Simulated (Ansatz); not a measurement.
# AlAsH7N: the cost of one run

Program: Ansatz 0.2.0, Gaussian basis. Level of theory: PBE0-D4, def2-SVP first, then def2-TZVP. These are calculated values, not measurements.

152 further runs of the same task are left out: 152 set aside as unsound or not needed. Runs told in other sessions of the task aren't counted.

## Step 1: The starting structure

The guess: 10 atoms, charge 0, spin multiplicity 1.

Atoms are counted from 1 here; the program's logs count them from 0.

Bond lengths: Al1–N2 1.932 Å, Al1–H3 1.561 Å, Al1–H4 1.560 Å, Al1–H5 1.772 Å, Al1–As6 2.569 Å, N2–H7 1.016 Å, N2–H8 1.016 Å, As6–H9 1.524 Å, As6–H10 1.521 Å. Angles: N2–Al1–H3 109.2°, N2–Al1–H4 111.3°, N2–Al1–H5 41.6°, N2–Al1–As6 95.3°, H3–Al1–H4 117.5°, H3–Al1–H5 116.8°, H3–Al1–As6 112.1°, H4–Al1–H5 125.3°, H4–Al1–As6 109.3°, H5–Al1–As6 54.0°, Al1–N2–H7 126.1°, Al1–N2–H8 125.0°, H7–N2–H8 108.1°, Al1–As6–H9 64.6°, Al1–As6–H10 77.0°, H9–As6–H10 87.6°.

Coordinates:

```mol
AlAsH7N
  3D, bonds by distance, orders not assigned

 10  9  0  0  0  0  0  0  0  0999 V2000
   -0.1934   -0.5011    0.6327 Al  0  0
    1.3478    0.6444    0.4223 N   0  0
    0.2856   -1.9512    0.9542 H   0  0
   -1.2483    0.1376    1.5887 H   0  0
    0.6573    0.3498   -0.6676 H   0  0
   -0.9981   -0.2665   -1.7962 As  0  0
    1.3641    1.6532    0.5410 H   0  0
    2.3074    0.3211    0.3432 H   0  0
   -1.7888   -1.2448   -0.9366 H   0  0
   -1.7336    0.8575   -1.0818 H   0  0
  1  2  8  0
  1  3  8  0
  1  4  8  0
  1  5  8  0
  1  6  8  0
  2  7  8  0
  2  8  8  0
  6  9  8  0
  6 10  8  0
M  END
```

Distances that are to change: Al1–As6 2.57 Å, N2–H5 1.32 Å, Al1–N2 1.93 Å, H5–As6 2.10 Å.

## Step 2: Constrained relaxation of the guess

Input file hold/in.yaml:

```yaml
crystal:
  periodic: [false, false, false]
  atoms:
    - {symbol: Al, position_ang: [-0.193400, -0.501100, 0.632700]}
    - {symbol: N, position_ang: [1.347800, 0.644400, 0.422300]}
    - {symbol: H, position_ang: [0.285600, -1.951200, 0.954200]}
    - {symbol: H, position_ang: [-1.248300, 0.137600, 1.588700]}
    - {symbol: H, position_ang: [0.657300, 0.349800, -0.667600]}
    - {symbol: As, position_ang: [-0.998100, -0.266500, -1.796200]}
    - {symbol: H, position_ang: [1.364100, 1.653200, 0.541000]}
    - {symbol: H, position_ang: [2.307400, 0.321100, 0.343200]}
    - {symbol: H, position_ang: [-1.788800, -1.244800, -0.936600]}
    - {symbol: H, position_ang: [-1.733600, 0.857500, -1.081800]}
basis:
  gaussian: {orbitals: def2-SVP}
hamiltonian: {xc: pbe0, dispersion: d4}
relax: {f_tol: 0.04, max_steps: 150, escape_saddle: false, constraints: [{distance: [0, 5]}, {distance: [1, 4]}, {distance: [0, 1]}, {distance: [4, 5]}]}
```

Started as:

```console
$ ansatz run in.yaml --threads 4 --pin off --events-out ev --progress --plain --max-ram 9574MiB
```

**Question.** How long does this run take on 4 threads of Intel Xeon at 2.50GHz, shared host?

About 56 s.
